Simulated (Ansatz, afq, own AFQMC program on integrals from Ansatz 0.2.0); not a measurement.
# GaBP (doublet): quantum Monte Carlo beside coupled cluster, cc-pVDZ, part 2 of 2

Ansatz 0.2.0, Gaussian basis, and an in-house AFQMC program (afq) on its integrals; all values are calculated; cc-pVDZ, frozen cores. Earlier steps stand in the parts before.

**13. Phaseless AFQMC, CISD trial on UHF**

It reads the integrals that the CCSD(T) run on this determinant wrote.

Run with:

```bash
afq ham --method phaseless --trial cisd --walkers 60 --populations 1 --least-time 40 --time-step 0.005 --steps-per-block 50 --equilibration-blocks 28 --max-blocks 300 --target-error 0.0004 --factor-cut 1e-05 --start spin_pure --seed 1482 --release-times 0.24,0.51,0.99,1.62,2.4 --release-step 0.03 --release-every 4 --taylor-order 6
```

What it wrote:

```text
orbitals 39  electrons 6 5  factors 323 of 649
reference energy -2288.56155827 Eh
CCSD correlation -0.24625303 Eh in 21 cycles, weight of the determinant in the CISD state 0.6959
energy of the start -2288.765224 Eh
 block  time / (1/Eh)  mean weight  energy / Eh
     1     0.250  1.0004  -2288.778607
     2     0.500  0.9988  -2288.788919
     3     0.750  0.9995  -2288.796115
     4     1.000  0.9999  -2288.804262
     5     1.250  1.0003  -2288.817259
     6     1.500  1.0004  -2288.824083
     7     1.750  0.9987  -2288.823402
     8     2.000  0.9978  -2288.833888
     9     2.250  0.9999  -2288.825290
    10     2.500  1.0004  -2288.822136
    17     4.250  1.0006  -2288.814876
    25     6.250  0.9997  -2288.830221
    33     8.250  1.0026  -2288.825164
    41    10.250  0.9991  -2288.836233
    49    12.250  1.0006  -2288.827985
    57    14.250  0.9991  -2288.825820
    65    16.250  1.0029  -2288.831310
    73    18.250  1.0004  -2288.818558
    81    20.250  0.9997  -2288.825256
    89    22.250  1.0005  -2288.819567
    97    24.250  0.9993  -2288.829767
   105    26.250  0.9998  -2288.837540
   113    28.250  1.0009  -2288.823446
   121    30.250  1.0006  -2288.827460
   129    32.250  1.0026  -2288.823642
   137    34.250  0.9997  -2288.851193
   145    36.250  0.9985  -2288.833447
   153    38.250  1.0009  -2288.826250
   161    40.250  1.0003  -2288.827207
   169    42.250  0.9988  -2288.833352
   177    44.250  1.0000  -2288.827044
   185    46.250  1.0009  -2288.839244
   193    48.250  1.0013  -2288.835893
   201    50.250  1.0023  -2288.828757
   209    52.250  0.9988  -2288.839547
   217    54.250  0.9988  -2288.817613
   225    56.250  1.0014  -2288.819580
   233    58.250  1.0010  -2288.821994
   241    60.250  1.0000  -2288.824526
   249    62.250  1.0010  -2288.840608
   257    64.250  0.9997  -2288.818931
   265    66.250  0.9999  -2288.819332
   273    68.250  1.0011  -2288.826095
   281    70.250  0.9995  -2288.829291
   289    72.250  1.0027  -2288.812300
   297    74.250  1.0001  -2288.820278
   305    76.250  1.0013  -2288.823591
   313    78.250  0.9984  -2288.824734
   321    80.250  1.0004  -2288.826278
blocks merged  error / Eh  count
     1  0.000521  300
     2  0.000641  150
     4  0.000810  75
     8  0.000906  37
    16  0.000949  18
    32  0.000802  9
released: time / (1/Eh)  energy / Eh  error  mean overlap
  0.24  -2288.829547  0.001011  1.0026
  0.51  -2288.829884  0.000944  0.9982
  0.99  -2288.828409  0.001474  0.9952
  1.62  -2288.829793  0.001447  0.9872
  2.40  -2288.829642  0.002041  1.0166
energy -2288.828585 +/- 0.000949 Eh
```

It took 8 min on 1 thread of Arm Neoverse V2, shared host; peak memory 0.33 GiB.

Energy -62282.1987 ± 0.0258 eV. Caveats: constraint bias not in the error; error above the target.

**14. Phaseless AFQMC, single-determinant trial on UHF**

It reads the integrals that the CCSD(T) run on this determinant wrote.

Run with:

```bash
afq ham --method phaseless --trial hf --walkers 120 --populations 1 --least-time 40 --time-step 0.005 --steps-per-block 20 --equilibration-blocks 112 --max-blocks 600 --target-error 0.0012000000000000001 --factor-cut 1e-05 --start spin_pure --seed 5643 --taylor-order 6
```

What it wrote:

```text
orbitals 39  electrons 6 5  factors 323 of 649
reference energy -2288.56155827 Eh
CCSD correlation -0.24625303 Eh in 21 cycles, weight of the determinant in the CISD state 0.6959
energy of the start -2288.572916 Eh
 block  time / (1/Eh)  mean weight  energy / Eh
     1     0.100  1.0013  -2288.611417
     2     0.200  1.0017  -2288.642481
     3     0.300  1.0011  -2288.671148
     4     0.400  1.0004  -2288.693047
     5     0.500  1.0020  -2288.712364
     6     0.600  1.0016  -2288.733390
     7     0.700  1.0023  -2288.749943
     8     0.800  1.0021  -2288.763367
     9     0.900  1.0014  -2288.766862
    10     1.000  1.0004  -2288.790144
    18     1.800  0.9994  -2288.813457
    35     3.500  0.9993  -2288.819044
    52     5.200  0.9999  -2288.826429
    69     6.900  0.9998  -2288.813766
    86     8.600  1.0010  -2288.822671
   103    10.300  0.9982  -2288.865517
   120    12.000  1.0012  -2288.851953
   137    13.700  1.0000  -2288.819825
   154    15.400  0.9997  -2288.826827
   171    17.100  0.9986  -2288.809771
   188    18.800  1.0005  -2288.863437
   205    20.500  0.9992  -2288.810018
   222    22.200  1.0001  -2288.815399
   239    23.900  1.0001  -2288.855947
   256    25.600  1.0008  -2288.803426
   273    27.300  1.0030  -2288.809422
   290    29.000  1.0012  -2288.797528
   307    30.700  0.9990  -2288.840941
   324    32.400  0.9994  -2288.799585
   341    34.100  0.9990  -2288.850266
   358    35.800  1.0015  -2288.829700
   375    37.500  1.0024  -2288.827090
   392    39.200  1.0001  -2288.824386
   409    40.900  0.9997  -2288.829682
   426    42.600  0.9995  -2288.840675
   443    44.300  1.0011  -2288.829810
   460    46.000  1.0000  -2288.832360
   477    47.700  1.0013  -2288.832536
   494    49.400  1.0004  -2288.824287
   511    51.100  0.9988  -2288.821818
   528    52.800  1.0001  -2288.818087
   545    54.500  0.9988  -2288.811826
   562    56.200  0.9981  -2288.808347
   579    57.900  1.0003  -2288.814617
   596    59.600  1.0012  -2288.837919
   613    61.300  1.0020  -2288.823136
   630    63.000  1.0013  -2288.832820
   647    64.700  0.9995  -2288.838643
   664    66.400  0.9996  -2288.811207
   681    68.100  0.9992  -2288.809041
   698    69.800  0.9997  -2288.820246
blocks merged  error / Eh  count
     1  0.000716  600
     2  0.000968  300
     4  0.001285  150
     8  0.001573  75
    16  0.001893  37
    32  0.002225  18
    64  0.001946  9
energy -2288.824836 +/- 0.002225 Eh
```

It took 4.6 min on 1 thread of Arm Neoverse V2, shared host; peak memory 0.33 GiB.

Energy -62282.0967 ± 0.0605 eV. Caveats: constraint bias not in the error; error above the target.

**15. CCSD(T) on ROHF**

in.yaml

```yaml
crystal:
  periodic: [false, false, false]
  atoms:
    - {symbol: Ga, position_ang: [0.000000, -0.069543, 0.888688]}
    - {symbol: B, position_ang: [0.000000, 1.159402, -0.778760]}
    - {symbol: P, position_ang: [0.000000, -0.248130, -1.728650]}
basis:
  gaussian: {orbitals: cc-pVDZ}
magnetization: {spin_polarized: false, initial_magnetization: 1}
correlation: {method: ccsd_t, electrons: outside_noble_gas, hamiltonian_folder: ham}
```

Run with:

```bash
ansatz run in.yaml --threads 1 --pin off --events-out ev --progress --plain --max-ram 1843MiB
```

What it wrote, cut to the lines that bear on the results:

```text
Functional definition: HF
  name "HF"
  cite "Fock, Z. Phys. 61, 126 (1930) doi:10.1007/BF01340294"
  parent pbe
[...]
649 factors; integrals over basis functions are off by at most 8.0e-4 eV
[...]
mean field -62274.38728256 eV, -2288.5415215384 hartree, gradient 6.7e-6 eV, S^2 0.750000; 17 other end points of the search recorded, 0 dependent functions left out
[...]
determinant -62274.38728256 eV, -2288.5415215384 hartree, with singles and doubles -62281.62102384 eV, -2288.8073566270 hartree
determinant -62274.31251047 eV, -2288.5387737145 hartree, with singles and doubles -62281.58804771 eV, -2288.8061447766 hartree
determinant -62274.30140800 eV, -2288.5383657064 hartree, with singles and doubles -62281.62621277 eV, -2288.8075473166 hartree
determinant -62273.64678059 eV, -2288.5143085928 hartree, with singles and doubles -62280.73412795 eV, -2288.7747638045 hartree
[...]
determinant -62274.38728256 eV, -2288.5415215384 hartree, with singles and doubles -62281.65353019 eV, -2288.8085512135 hartree
determinant -62274.31251047 eV, -2288.5387737145 hartree, with singles and doubles -62281.61701817 eV, -2288.8072094214 hartree
determinant -62274.30140800 eV, -2288.5383657064 hartree, with singles and doubles -62281.63331108 eV, -2288.8078081750 hartree
[...]
unrestricted determinant -62274.93250981 eV, -2288.5615582702 hartree, S^2 1.4561
20 core orbitals not correlated: weight in the atoms' cores, before any rotation towards them, 0.999 or more for the frozen orbitals, at most 0.002 for the correlated occupied ones
reference -62274.30140800 eV, -2288.5383657064 hartree; 6, 5 occupied and 33, 34 virtual orbitals, 649 factors
second order -6.70746753 eV of doubles, -0.11632356 eV of singles
cycle   1  -7.33190122 eV  change    1.9e-6 eV  update   2.8e-6
perturbative correction -0.52211034 eV, -0.0191872012 hartree
Total energy: -62282.15541956 eV, -2288.8269953078 hartree
```

Run time: 21 s. Hardware: 1 thread of Arm Neoverse V2, shared host; peak memory 0.33 GiB.

From the report: correlation -7.8540 eV; T1 0.037; largest double amplitude 0.07.

This run also writes the integrals to the folder ham.

**16. CCSDT(Q) on ROHF**

in.yaml: that of step 15 with these lines changed.

```diff
@@ -9,2 +9,2 @@
 magnetization: {spin_polarized: false, initial_magnetization: 1}
-correlation: {method: ccsd_t, electrons: outside_noble_gas, hamiltonian_folder: ham}
+correlation: {method: ccsdt_q, electrons: outside_noble_gas}
```

Same command.

What it wrote, cut to the lines that bear on the results:

```text
Functional definition: HF
  name "HF"
  cite "Fock, Z. Phys. 61, 126 (1930) doi:10.1007/BF01340294"
  parent pbe
[...]
1158 factors; integrals over basis functions are off by at most 2.0e-7 eV
[...]
mean field -62274.38738433 eV, -2288.5415252782 hartree, gradient 6.7e-6 eV, S^2 0.750000; 17 other end points of the search recorded, 0 dependent functions left out
[...]
determinant -62274.38738433 eV, -2288.5415252782 hartree, with singles and doubles -62281.62113051 eV, -2288.8073605473 hartree
determinant -62274.31261126 eV, -2288.5387774185 hartree, with singles and doubles -62281.58815434 eV, -2288.8061486952 hartree
determinant -62274.30150988 eV, -2288.5383694503 hartree, with singles and doubles -62281.62631727 eV, -2288.8075511570 hartree
determinant -62273.64687677 eV, -2288.5143121275 hartree, with singles and doubles -62280.73423125 eV, -2288.7747676006 hartree
[...]
determinant -62274.38738433 eV, -2288.5415252782 hartree, with singles and doubles -62281.65363586 eV, -2288.8085550966 hartree
determinant -62274.31261126 eV, -2288.5387774185 hartree, with singles and doubles -62281.61712373 eV, -2288.8072133006 hartree
determinant -62274.30150988 eV, -2288.5383694503 hartree, with singles and doubles -62281.63341629 eV, -2288.8078120412 hartree
[...]
unrestricted determinant -62274.93261345 eV, -2288.5615620790 hartree, S^2 1.4561
20 core orbitals not correlated: weight in the atoms' cores, before any rotation towards them, 0.999 or more for the frozen orbitals, at most 0.002 for the correlated occupied ones
reference -62274.30150988 eV, -2288.5383694503 hartree; 6, 5 occupied and 33, 34 virtual orbitals, 1158 factors
second order -6.70748292 eV of doubles, -0.11632363 eV of singles
cycle   1  -6.90041818 eV  change   -7.2e-2 eV  update   1.4e-1
[...]
cycle  24  -7.87452246 eV  change    1.8e-7 eV  update   1.0e-6
perturbative correction -0.05460645 eV, -0.0020067501 hartree
Total energy: -62282.23063879 eV, -2288.8297595633 hartree
```

Run time: 55 s. Hardware: 1 thread of Arm Neoverse V2, shared host; peak memory 0.51 GiB.

From the report: correlation -7.9291 eV; T1 0.040; largest double amplitude 0.10.

**17. Phaseless AFQMC, CISD trial on ROHF**

It reads the integrals that the CCSD(T) run on this determinant wrote.

Run with:

```bash
afq ham --method phaseless --trial cisd --walkers 60 --populations 1 --least-time 40 --time-step 0.005 --steps-per-block 50 --equilibration-blocks 28 --max-blocks 300 --target-error 0.0004 --factor-cut 1e-05 --start spin_pure --seed 1482 --release-times 0.24,0.51,0.99,1.62,2.4 --release-step 0.03 --release-every 4 --taylor-order 6
```

What it wrote:

```text
orbitals 39  electrons 6 5  factors 323 of 649
reference energy -2288.53836571 Eh
CCSD correlation -0.26944228 Eh in 18 cycles, weight of the determinant in the CISD state 0.7999
energy of the start -2288.807800 Eh
 block  time / (1/Eh)  mean weight  energy / Eh
     1     0.250  1.0001  -2288.802090
     2     0.500  0.9987  -2288.803882
     3     0.750  0.9991  -2288.805824
     4     1.000  0.9998  -2288.810037
     5     1.250  1.0003  -2288.818322
     6     1.500  1.0003  -2288.823429
     7     1.750  0.9988  -2288.819908
     8     2.000  0.9979  -2288.827818
     9     2.250  1.0000  -2288.822660
    10     2.500  1.0003  -2288.819823
    17     4.250  1.0005  -2288.823617
    25     6.250  0.9996  -2288.823522
    33     8.250  1.0024  -2288.829286
    41    10.250  0.9992  -2288.831515
    49    12.250  0.9999  -2288.820750
    57    14.250  0.9989  -2288.817299
    65    16.250  1.0031  -2288.841366
    73    18.250  1.0013  -2288.822047
    81    20.250  1.0002  -2288.814778
    89    22.250  1.0005  -2288.825687
    97    24.250  0.9996  -2288.830665
   105    26.250  1.0002  -2288.848527
   113    28.250  1.0014  -2288.831225
   121    30.250  0.9997  -2288.825513
   129    32.250  1.0033  -2288.819375
   137    34.250  0.9994  -2288.823176
   145    36.250  0.9991  -2288.823693
   153    38.250  1.0012  -2288.824085
   161    40.250  1.0004  -2288.821129
   169    42.250  0.9991  -2288.828532
   177    44.250  1.0001  -2288.815792
   185    46.250  1.0013  -2288.860849
   193    48.250  1.0006  -2288.820361
   201    50.250  1.0024  -2288.835243
   209    52.250  0.9980  -2288.818359
   217    54.250  0.9994  -2288.815642
   225    56.250  1.0010  -2288.827315
   233    58.250  0.9999  -2288.834094
   241    60.250  1.0006  -2288.834736
   249    62.250  1.0007  -2288.830434
   257    64.250  0.9990  -2288.822740
   265    66.250  0.9997  -2288.830374
   273    68.250  1.0016  -2288.826713
   281    70.250  0.9993  -2288.844341
   289    72.250  1.0023  -2288.826090
   297    74.250  1.0003  -2288.817064
   305    76.250  1.0006  -2288.831946
   313    78.250  0.9993  -2288.828829
   321    80.250  0.9995  -2288.840857
blocks merged  error / Eh  count
     1  0.000544  300
     2  0.000684  150
     4  0.000865  75
     8  0.001019  37
    16  0.001177  18
    32  0.000799  9
released: time / (1/Eh)  energy / Eh  error  mean overlap
  0.24  -2288.829464  0.001074  1.0071
  0.51  -2288.829042  0.001018  1.0039
  0.99  -2288.830471  0.000939  0.9917
  1.62  -2288.828701  0.001198  1.0079
  2.40  -2288.829402  0.001275  1.0107
energy -2288.829248 +/- 0.001177 Eh
```

Wall time 8 min (1 thread of Arm Neoverse V2, shared host); peak memory 0.33 GiB.

Energy -62282.2167 ± 0.0320 eV. Caveats: constraint bias not in the error; error above the target.

**18. Phaseless AFQMC, single-determinant trial on ROHF**

It reads the integrals that the CCSD(T) run on this determinant wrote.

Run with:

```bash
afq ham --method phaseless --trial hf --walkers 120 --populations 1 --least-time 40 --time-step 0.005 --steps-per-block 20 --equilibration-blocks 112 --max-blocks 600 --target-error 0.0012000000000000001 --factor-cut 1e-05 --start spin_pure --seed 5643 --taylor-order 6
```

What it wrote:

```text
orbitals 39  electrons 6 5  factors 323 of 649
reference energy -2288.53836571 Eh
CCSD correlation -0.26944228 Eh in 18 cycles, weight of the determinant in the CISD state 0.7999
energy of the start -2288.538392 Eh
 block  time / (1/Eh)  mean weight  energy / Eh
     1     0.100  1.0017  -2288.579671
     2     0.200  1.0018  -2288.612561
     3     0.300  1.0011  -2288.642025
     4     0.400  1.0003  -2288.664777
     5     0.500  1.0020  -2288.687574
     6     0.600  1.0018  -2288.709568
     7     0.700  1.0025  -2288.731043
     8     0.800  1.0022  -2288.745465
     9     0.900  1.0015  -2288.750597
    10     1.000  1.0005  -2288.776776
    18     1.800  0.9997  -2288.796802
    35     3.500  0.9990  -2288.826326
    52     5.200  1.0001  -2288.805389
    69     6.900  0.9992  -2288.789064
    86     8.600  1.0006  -2288.828670
   103    10.300  0.9991  -2288.889385
   120    12.000  1.0019  -2288.903057
   137    13.700  1.0004  -2288.815873
   154    15.400  0.9981  -2288.822784
   171    17.100  0.9989  -2288.791863
   188    18.800  0.9997  -2288.822117
   205    20.500  0.9999  -2288.814646
   222    22.200  1.0005  -2288.800671
   239    23.900  1.0001  -2288.848613
   256    25.600  0.9997  -2288.803473
   273    27.300  1.0032  -2288.794619
   290    29.000  1.0016  -2288.818049
   307    30.700  0.9982  -2288.822691
   324    32.400  0.9997  -2288.812290
   341    34.100  0.9998  -2288.819606
   358    35.800  1.0009  -2288.839999
   375    37.500  1.0022  -2288.829502
   392    39.200  1.0000  -2288.835425
   409    40.900  1.0002  -2288.869482
   426    42.600  0.9994  -2288.815081
   443    44.300  1.0019  -2288.820155
   460    46.000  1.0006  -2288.856310
   477    47.700  1.0011  -2288.846136
   494    49.400  0.9995  -2288.787629
   511    51.100  0.9979  -2288.811209
   528    52.800  1.0001  -2288.822950
   545    54.500  1.0001  -2288.783041
   562    56.200  0.9991  -2288.803150
   579    57.900  1.0004  -2288.800584
   596    59.600  1.0008  -2288.808902
   613    61.300  1.0015  -2288.805741
   630    63.000  1.0012  -2288.828107
   647    64.700  1.0000  -2288.828720
   664    66.400  0.9906  -2288.822056
   681    68.100  1.0002  -2288.819013
   698    69.800  0.9998  -2288.835787
blocks merged  error / Eh  count
     1  0.001066  600
     2  0.001458  300
     4  0.001953  150
     8  0.002501  75
    16  0.002874  37
    32  0.003686  18
    64  0.003441  9
energy -2288.824371 +/- 0.003686 Eh
```

Wall time 4.6 min (1 thread of Arm Neoverse V2, shared host); peak memory 0.33 GiB.

Energy -62282.0840 ± 0.1003 eV. The run doesn't count as converged. Caveats: constraint bias not in the error; error not settled; error above the target.

**19. Free-projection AFQMC, CISD trial on ROHF**

It reads the integrals that the CCSD(T) run on this determinant wrote.

Run with:

```bash
afq ham --method free --trial cisd --walkers 60 --time-step 0.03 --max-blocks 80 --target-error 0.0004 --factor-cut 1e-05 --seed 1009 --times 0,0.21,0.42,0.81,1.2,1.8,2.4,3 --taylor-order 8
```

What it wrote:

```text
orbitals 39  electrons 6 5  factors 323 of 649
reference energy -2288.53836571 Eh
CCSD correlation -0.26944228 Eh in 18 cycles, weight of the determinant in the CISD state 0.7999
repeat  energy at the last time / Eh  error
    10  -2288.825483  0.001729
    20  -2288.826892  0.001709
    30  -2288.826833  0.001330
    40  -2288.826909  0.001200
    50  -2288.826991  0.001073
    60  -2288.826789  0.000960
    70  -2288.827112  0.000896
    80  -2288.827772  0.000877
time / (1/Eh)  energy / Eh  error  mean overlap
  0.00  -2288.808317  0.000460  1.2500
  0.21  -2288.813994  0.000502  1.2607
  0.42  -2288.817729  0.000440  1.2661
  0.81  -2288.822983  0.000528  1.2553
  1.20  -2288.824688  0.000569  1.2691
  1.80  -2288.827417  0.000623  1.2635
  2.40  -2288.828086  0.000796  1.2727
  3.00  -2288.827772  0.000877  1.3023
energy -2288.827772 +/- 0.000877 Eh
```

Run time: 4.9 min. Hardware: 1 thread of Arm Neoverse V2, shared host; peak memory 0.33 GiB.

Energy -62282.1766 ± 0.0239 eV. Caveats: remainder of the start not in the error; error above the target.

**20. AFQMC on the ladder**

On the UHF determinant, counted from CCSDT(Q) (a yardstick, not exact):

```csv
level,energy (eV),from CCSDT(Q) (kJ/mol),statistical error (kJ/mol),time
HF,-62274.9325,+705.0,,
MP2,-62280.4053,+176.9,,
CCSD,-62281.6334,+58.4,,
CCSD(T),-62282.0773,+15.6,,
CCSDT(Q),-62282.2390,0.0,,
"Phaseless AFQMC, CISD trial, step 0.005, 60 walkers",-62282.1987,+3.9,2.5,8 min
"Phaseless AFQMC, single-determinant trial, step 0.005, 120 walkers",-62282.0967,+13.7,5.8,4.6 min
```

On the ROHF determinant, counted from CCSDT(Q) (a yardstick, not exact):

```csv
level,energy (eV),from CCSDT(Q) (kJ/mol),statistical error (kJ/mol),time
HF,-62274.3014,+765.1,,
MP2,-62281.1252,+106.7,,
CCSD,-62281.6333,+57.6,,
CCSD(T),-62282.1554,+7.3,,
CCSDT(Q),-62282.2306,0.0,,
"Phaseless AFQMC, CISD trial, step 0.005, 60 walkers",-62282.2167,+1.3,3.1,8 min
"Free-projection AFQMC, CISD trial, step 0.03, 60 walkers",-62282.1766,+5.2,2.3,4.9 min
```

The functionals' totals stand on their own zeros and serve differences with other points: PBE -62326.541 eV; r2SCAN -62338.156 eV; PBE0 -62328.268 eV; B3LYP -62341.504 eV; wB97M-V -62336.004 eV; B2PLYP -62323.972 eV.

**21. Results**

What follows sums up all 2 parts.

| quantity | value |
| --- | --- |
| CCSD(T) on UHF from CCSDT(Q) | +15.6 kJ/mol |
| Phaseless AFQMC, CISD trial on UHF from CCSDT(Q) | +3.9 ± 2.5 kJ/mol |
| Phaseless AFQMC, single-determinant trial on UHF from CCSDT(Q) | +13.7 ± 5.8 kJ/mol |
| CCSD(T) on ROHF from CCSDT(Q) | +7.3 kJ/mol |
| Phaseless AFQMC, CISD trial on ROHF from CCSDT(Q) | +1.3 ± 3.1 kJ/mol |
| Free-projection AFQMC, CISD trial on ROHF from CCSDT(Q) | +5.2 ± 2.3 kJ/mol |

**Reading.** On UHF the phaseless walk with the CISD trial lies +3.9 kJ/mol from CCSDT(Q), within three error bars. On ROHF the phaseless walk with the CISD trial lies +1.3 kJ/mol from CCSDT(Q), within three error bars. Free projection has no constraint; at the last time it gives +5.2 ± 2.3 kJ/mol. Error bars are statistical and leave out the constraint, the time step and what remains of the start.
